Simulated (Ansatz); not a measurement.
# A workflow on SnH2F (SMILES [F][SnH2])

Wanted: a series of 10 runs (UHF/STO-3G, UHF/3-21G, UPBE/def2-SVP) of FH2Sn. 

Program for the calculation: Ansatz 0.2.0.

**1. Starting point**

SnH2F has 4 atoms, charge 0, and is taken as a doublet. As SMILES, `[F][SnH2]`. Geometry: relaxed at PBE0-D4/def2-TZVP. The run starts from this shape.

Bond lengths: F1–Sn2 1.932 Å, Sn2–H3 1.726 Å, Sn2–H4 1.726 Å. Angles: F1–Sn2–H3 103.3°, F1–Sn2–H4 103.3°, H3–Sn2–H4 113.3°.

**2. A geometry optimisation at UHF/STO-3G (start density atoms) (run 1)**

The input, molecule.yaml:

```yaml
crystal:
  periodic: [false, false, false]
  atoms:
    - symbol: F
      position_ang: [-1.552600, -0.190000, 0.640700]
    - symbol: Sn
      position_ang: [0.028300, -0.242200, -0.468300]
    - symbol: H
      position_ang: [1.184100, -1.054400, 0.524100]
    - symbol: H
      position_ang: [0.395700, 1.426200, -0.716700]
basis:
  gaussian:
    orbitals: STO-3G
magnetization:
  spin_polarized: true
  initial_magnetization: 1
hamiltonian:
  xc: hf
relax:
  f_tol: 0.002
output: {orbitals: {seedname: orbitals}}
```

Started as:

```console
$ ansatz run molecule.yaml --threads 1 --pin off --max-ram 3480MiB --events-out events.jsonl --progress --plain --runs-dir runs
```

The program printed:

```text
Warning: RAYON_NUM_THREADS=1 ignored (pool sized by the plan → 1); use --threads N
The last accepted step is kept in runs//last_step.txt (removed where the run ends without a failure and the disk answers)
[... 50 lines left out ...]
Total energy: -164967.87680175 eV, -6062.4576532214 hartree
[... 4 lines left out ...]
Dipole moment:     0.177945    -0.112475    -0.337934 e Å
```

It took 5.4 s on 1 thread of Arm Neoverse V2, shared host; peak memory 0.1 GiB.

The path in brief:

```
step  energy from the first frame kept (eV)  largest force (eV/Å)
   1                                 0.0000                1.6201
   2                                -0.0625                1.6299
   3                                -0.1869                0.3081
   4                                -0.1891                0.0899
   5                                -0.1900                0.0054
   6                                -0.1900                0.0010
```

After the run. Bond lengths: F1–Sn2 1.903 Å, Sn2–H3 1.630 Å, Sn2–H4 1.630 Å. Angles: F1–Sn2–H3 106.0°, F1–Sn2–H4 106.0°, H3–Sn2–H4 109.7°.

**3. Vibrational wavenumbers at UHF/STO-3G (start density atoms) (run 2)**

The input, molecule.yaml:

```yaml
crystal:
  periodic: [false, false, false]
  atoms:
    - {symbol: F, position_ang: [-1.555609, -0.196222, 0.630130]}
    - {symbol: Sn, position_ang: [0.019878, -0.229314, -0.437126]}
    - {symbol: H, position_ang: [1.159981, -0.963833, 0.466821]}
    - {symbol: H, position_ang: [0.431251, 1.328969, -0.680024]}
basis:
  gaussian: {orbitals: STO-3G}
magnetization: {spin_polarized: true, initial_magnetization: 1}
hamiltonian: {xc: hf}
phonons: {temperatures: {t_min: 298.15, t_max: 298.15, t_step: 1}}
```

Started as:

```console
$ ansatz run molecule.yaml --threads 1 --pin off --max-ram 3480MiB --events-out events.jsonl --progress --plain --runs-dir runs
```

The program printed:

```text
Warning: RAYON_NUM_THREADS=1 ignored (pool sized by the plan → 1); use --threads N
[... 86 lines left out ...]
Total energy: -164967.87680768 eV, -6062.4576534391 hartree
[... 4 lines left out ...]
Dipole moment:     0.177946    -0.112475    -0.337934 e Å
Vibrations: 638.95 662.90 726.51 911.98 2236.36 2262.22 cm⁻¹, zero-point energy 0.461154 eV
```

Run time: 8.1 s. Hardware: 1 thread of Arm Neoverse V2, shared host; peak memory 0.1 GiB.

**4. The singlet cation: the energy at UHF/STO-3G (start density atoms) (run 3)**

The input, run.yaml:

```yaml
crystal:
  periodic: [false, false, false]
  atoms:
    - {symbol: F, position_ang: [-1.555609, -0.196222, 0.630130]}
    - {symbol: Sn, position_ang: [0.019878, -0.229314, -0.437126]}
    - {symbol: H, position_ang: [1.159981, -0.963833, 0.466821]}
    - {symbol: H, position_ang: [0.431251, 1.328969, -0.680024]}
basis:
  gaussian: {orbitals: STO-3G}
hamiltonian: {xc: hf}
magnetization: {spin_polarized: true}
total_charge: 1
```

Started as:

```console
$ ansatz run run.yaml --threads 1 --pin off --max-ram 3480MiB --events-out events.jsonl --progress --plain --runs-dir runs
```

The program printed:

```text
Warning: RAYON_NUM_THREADS=1 ignored (pool sized by the plan → 1); use --threads N
Functional definition: HF
  name "HF"
  exchange = exact_x
  correlation = 0
460 factors; integrals over basis functions are off by at most 2.5e-5 eV
mean field evaluation 1: about -164957.5974 eV, gradient 1.7e1 eV
mean field evaluation 2: about -164957.6097 eV, gradient 1.7e1 eV
mean field evaluation 4: about -164962.1704 eV, gradient 2.1e0 eV
mean field evaluation 8: about -164962.2875 eV, gradient 3.7e-4 eV
mean field evaluation 16: about -164961.9799 eV, gradient 3.6e0 eV
mean field evaluation 32: about -164962.2444 eV, gradient 5.8e-1 eV
mean field evaluation 64: about -164962.1222 eV, gradient 6.5e-1 eV
mean field -164962.27751345 eV, -6062.2518831715 hartree, gradient 5.0e-6 eV, S^2 0.000000; 1 other end points of the search recorded, 0 dependent functions left out
reference -164962.27751345 eV, -6062.2518831715 hartree; 30, 30 occupied and 4, 4 virtual orbitals, 460 factors
Total energy: -164962.27751345 eV, -6062.2518831715 hartree
```

It took 1.2 s on 1 thread of Arm Neoverse V2, shared host; peak memory 0.096 GiB.

Runs 4 to 9 aren't shown in full; the table further down has their settings and results.

**5. The harmonic vibrations at UPBE/def2-SVP (core potential, start density atoms) (run 10)**

The input, job.yaml:

```yaml
crystal:
  periodic: [false, false, false]
  atoms:
    - {symbol: F, position_ang: [-1.591422, -0.194665, 0.655997]}
    - {symbol: Sn, position_ang: [0.019592, -0.251976, -0.482252]}
    - {symbol: H, position_ang: [1.212169, -1.060695, 0.530178]}
    - {symbol: H, position_ang: [0.415161, 1.446936, -0.724123]}
basis:
  gaussian: {orbitals: def2-SVP}
magnetization: {spin_polarized: true, initial_magnetization: 1}
hamiltonian: {xc: {name: PBE}}
phonons: {temperatures: {t_min: 298.15, t_max: 298.15, t_step: 1}}
```

Started as:

```console
$ ansatz run job.yaml --threads 1 --pin off --max-ram 3480MiB --events-out events.jsonl --progress --plain --runs-dir runs
```

The program printed:

```text
Warning: RAYON_NUM_THREADS=1 ignored (pool sized by the plan → 1); use --threads N
[... 16 lines left out ...]
555 factors; their error is unknown
[... 15 lines left out ...]
555 factors; their error is unknown
[... 14 lines left out ...]
555 factors; their error is unknown
[... 10 lines left out ...]
555 factors; their error is unknown
[... 4 lines left out ...]
555 factors; their error is unknown
[... 4 lines left out ...]
555 factors; their error is unknown
[... 4 lines left out ...]
555 factors; their error is unknown
[... 4 lines left out ...]
555 factors; their error is unknown
[... 5 lines left out ...]
555 factors; their error is unknown
[... 8 lines left out ...]
Dipole moment:     0.385105    -0.043471    -0.331611 e Å
Vibrations: 484.13 551.77 586.92 651.95 1672.88 1747.88 cm⁻¹, zero-point energy 0.353078 eV
```

It took 12 s on 1 thread of Arm Neoverse V2, shared host; peak memory 0.11 GiB.

**6. All runs side by side**

```
run                                                level         task  walk f tol  partner   energy (Eh)  dipole moment (D)   ⟨S²⟩  wall time
  1                     UHF/STO-3G (start density atoms)     optimise       0.002     base  -6062.457653               1.91  0.753      5.4 s
  2                     UHF/STO-3G (start density atoms)  frequencies           –     base  -6062.457653               1.91  0.753      8.1 s
  3                     UHF/STO-3G (start density atoms)       energy           –   cation  -6062.251883                  –      –      1.2 s
  4                     UHF/STO-3G (start density atoms)     optimise           –   cation  -6062.295149                  –      –        6 s
  5                      UHF/3-21G (start density atoms)     optimise       0.002     base  -6096.729913               2.78  0.752      5.4 s
  6                      UHF/3-21G (start density atoms)  frequencies           –     base  -6096.729913               2.78  0.752      9.9 s
  7                      UHF/3-21G (start density atoms)       energy           –   cation  -6096.419307                  –      –     0.99 s
  8                      UHF/3-21G (start density atoms)     optimise           –   cation  -6096.459052                  –      –      5.7 s
  9  UPBE/def2-SVP (core potential, start density atoms)     optimise       0.002     base   -315.128447               2.45  0.751      7.5 s
 10  UPBE/def2-SVP (core potential, start density atoms)  frequencies           –     base   -315.128447               2.45  0.751       12 s
```

**7. Results**

| quantity | value |
| --- | --- |
| run 10, UPBE/def2-SVP: total energy | -315.12845 Eh |
| run 10, UPBE/def2-SVP: dipole moment | 2.45 D |
| run 10, UPBE/def2-SVP: ⟨S²⟩ | 0.751 |
| run 10, UPBE/def2-SVP: largest force on an atom | 0.000 eV/Å |
| run 10, UPBE/def2-SVP: lowest harmonic wavenumber | 484 cm⁻¹ |
| run 10, UPBE/def2-SVP: highest harmonic wavenumber | 1748 cm⁻¹ |
| run 10, UPBE/def2-SVP: zero-point energy | 34.1 kJ/mol |
| vertical ionisation energy (to the singlet cation), UHF/STO-3G | 5.599 eV |
| vertical ionisation energy (to the singlet cation), UHF/3-21G | 8.452 eV |
| adiabatic ionisation energy (to the singlet cation, no zero-point term), UHF/STO-3G | 4.422 eV |
| adiabatic ionisation energy (to the singlet cation, no zero-point term), UHF/3-21G | 7.371 eV |

What this shows: At UHF/STO-3G: removing an electron at fixed nuclei costs 5.60 eV (540 kJ/mol). Only the singlet of the ionised species was computed; a triplet could lie lower. In a minimal basis such a difference can be off by several eV, whatever the method. At UHF/3-21G: the vertical ionisation energy comes to 8.45 eV (815 kJ/mol). At UHF/STO-3G: the adiabatic ionisation energy (to the singlet cation, no zero-point term) is 4.42 eV (427 kJ/mol). At UHF/3-21G: the adiabatic ionisation energy (to the singlet cation, no zero-point term) is 7.37 eV (170 kcal/mol). Some runs of one species differ in core potentials or relativity; totals across that change don't compare. In runs 1, 2, 3, 4 the basis is minimal, so the values are rough. In runs 1, 2, 3, 4, 5, 6, 7, 8 relativity is left out where basis or elements ask for it. All runs together took 62 s, the longest 12 s.
